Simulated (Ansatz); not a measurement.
Predict the output of the script below (Ansatz 0.2.0, Python API).

The script, `dfpt.py`:
```python
'''Zone-centre and zone-boundary phonons of TcO2 by linear response.'''

from pathlib import Path

import ansatz as az
from ase import Atoms
import numpy as np

SETTINGS = {
    'functional': 'pbesol',
    'width_ev': 0.15,
    'tolerance': 1e-06,
    'extra_bands': 16,
    'kmesh': (6, 6, 12),
}

atoms = Atoms(
    ['Tc', 'Tc', 'O', 'O', 'O', 'O'],
    scaled_positions=[
        (0.5, 0.5, 0.0),
        (0.0, 0.0, 0.5),
        (0.71576267, 0.28423733, 0.5),
        (0.78423733, 0.78423733, 0.0),
        (0.28423733, 0.71576267, 0.5),
        (0.21576267, 0.21576267, 0.0),
    ],
    cell=[
        (4.79506761, 0.0, 0.0),
        (0.0, 4.79506761, 0.0),
        (0.0, 0.0, 2.7400821),
    ],
    pbc=True,
)
structure = az.Crystal.from_ase(atoms)

setup = (
    structure.calculation()
    .functional(SETTINGS['functional'])
    .occupations(az.OccupationsMethod.FERMI_DIRAC, width=SETTINGS['width_ev'])
    .scf(tolerance=SETTINGS['tolerance'], extra_bands=SETTINGS['extra_bands'])
    .kpoints(*SETTINGS['kmesh'])
    .phonons('dfpt', points=[(0, 0, 0), (0, 0, 0.5), (0.5, 0, 0)])
)
result = setup.run(runs_dir='runs')
ph = result.phonons

for q in ph.qpoints:
    thz = np.asarray(q.omega_inv_cm) / 33.35641
    print('q = ({:.2f}, {:.2f}, {:.2f})'.format(*q.q_frac), np.round(thz, 2) + 0.0, 'THz')
```

```console
$ python dfpt.py
DeckWarning: basis.ecutwfc = 500 eV, auto-derived from the records' recommended cutoffs: set by Tc (normal level)
RunWarning: eigensolver did not converge (k=49): 1 band(s) unlocked after 20 sweeps at ethr=1.73e-12 eV (storage-precision floor; scheduled 1.00e-12 eV) (lowest unlocked band 42, counted from 0; max residual 4.04e-5 eV among the unlocked bands, 4.04e-5 eV over every band); it also stands for any lines of this kind, at other spin channels or k-points, that are folded behind it: those get no warning and are in no list of notices (the docstring of `ansatz.RunWarning` has the rule; a callback given to `ansatz.Run.execute(on_event=...)` receives each)
q = (0.00, 0.00, 0.00) [ 0.    0.    0.    4.03  6.2   9.98  9.98 10.92 10.92 12.22 13.13 13.13
 13.17 14.61 18.8  18.8  20.26 21.57] THz
q = (0.00, 0.00, 0.50) [-6.29 -6.29  6.11  6.11  7.45  7.45 10.06 10.06 10.47 10.47 14.32 14.32
 14.73 14.73 19.02 19.02 19.64 19.64] THz
q = (0.50, 0.00, 0.00) [ 4.31  4.31  5.63  5.63  7.23  7.23  9.39  9.39 12.32 12.32 12.43 12.43
 14.02 14.02 18.52 18.52 20.19 20.19] THz
```
(Warnings from the package without file and line.)

Reading the output:
- These settings explore the input space; cutoff and mesh may be short of convergence.
- Spin is left out of this run.
- The cell isn't relaxed first, so the values belong to this volume.
- A negative frequency stands for an imaginary mode.
- The structure comes from a database of computed cells and needn't be a stable or known phase.
- The structure is taken as given; imaginary modes can come from an unrelaxed or unstable start. Phonons of metals also depend on mesh and smearing.
- Wall time of the script: 12 min on 1 thread of Arm Neoverse V1, on a shared host, peak memory 1.4 GiB.
